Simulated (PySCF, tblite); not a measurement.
# C8H6NO radical: geometry, infrared bands and EPR parameters

What infrared bands and EPR parameters should C8H6NO radical (`COc1c[c]ccc1C#N`) show?

The runs use tblite 0.8.0 and PySCF 2.14.0, with density-fitted response routines of our own; the level of theory stands in each step. All values are computed, except where a source is named. Atoms are numbered from 0 throughout.

### 1 The starting structure

16 atoms, charge 0, multiplicity 2; geometry from: force field or distance geometry start.

Bonds of the start (Å): C0–O1 1.44, O1–C2 1.36, C2–C3 1.39, C3–C4 1.40, C4–C5 1.40, C5–C6 1.40, C6–C7 1.41, C7–C8 1.43, C8–N9 1.16, C7–C2 1.41, C0–H10 1.09, C0–H11 1.08, C0–H12 1.09, C3–H13 1.09, C5–H14 1.08, C6–H15 1.09.

### 2 Relaxing the molecule with GFN2-xTB

The job: settings as JSON, then the geometry in Å.

```
{"job": {"kind": "relax", "xc": "GFN2-xTB", "basis": "xTB"}, "charge": 0, "multiplicity": 2}
C      2.565200    -0.668900     0.188800
O      1.590900     0.362700    -0.045600
C      0.280400     0.005200     0.006100
C     -0.202100    -1.277500     0.239900
C     -1.573600    -1.546700     0.275700
C     -2.492700    -0.523200     0.041500
C     -2.031100     0.774400    -0.205700
C     -0.648900     1.046600    -0.219400
C     -0.216600     2.383400    -0.479200
N      0.079900     3.485900    -0.687200
H      2.448400    -1.093000     1.191400
H      3.546400    -0.215700     0.124400
H      2.487400    -1.441500    -0.569300
H      0.469700    -2.121600     0.427100
H     -3.555500    -0.730400     0.064400
H     -2.755500     1.569200    -0.364500
```

On the command line:

```console
$ OMP_NUM_THREADS=1 python probes_run.py task.json out
```

This one command runs all jobs of the session in turn.

**Question.** This job is followed by: GFN2-xTB harmonic vibrations, gas phase; UKS B3LYP, pcH-1 on C H N O, non-relativistic, mean-field spin-orbit, GIAO. What will the session give for the following? strongest single infrared mode (GFN2-xTB); zero-point energy (GFN2-xTB); g(iso) (B3LYP); ⟨S²⟩; largest a(iso) (averaged by class); potential on the surface of density 0.002 e/bohr³, 1st and 99th percentile.

As calculated:

| quantity | value |
| --- | --- |
| strongest single infrared mode (GFN2-xTB) | 2377 cm⁻¹, 243 km/mol |
| zero-point energy (GFN2-xTB) | 71.8 kcal/mol |
| g(iso) (B3LYP) | 2.00224 |
| ⟨S²⟩ | 0.757 (exact 0.75) |
| largest a(iso) (averaged by class) | 13C on C4, 409.2 MHz |
| potential on the surface of density 0.002 e/bohr³, 1st and 99th percentile | -1.93 V and 1.38 V |

What this shows: Relaxing lowered the energy by 0.167 eV in 30 steps; the close pair that moved most is C3–C4, from 1.398 to 1.361 Å. All 42 modes are real, so the xTB geometry is a minimum. The strongest single mode, at 2377 cm⁻¹, moves mainly C8 and N9. Unscaled tight-binding wavenumbers are off by several per cent, some by more. Its intensities can rank the bands wrongly. Most of the unpaired spin sits on C4 (1.01 e). The isotropic g lies 0.1 ppt below the free-electron value. The conformer search found further structures of the same energy, which may be mirror or relabelled copies of this one.
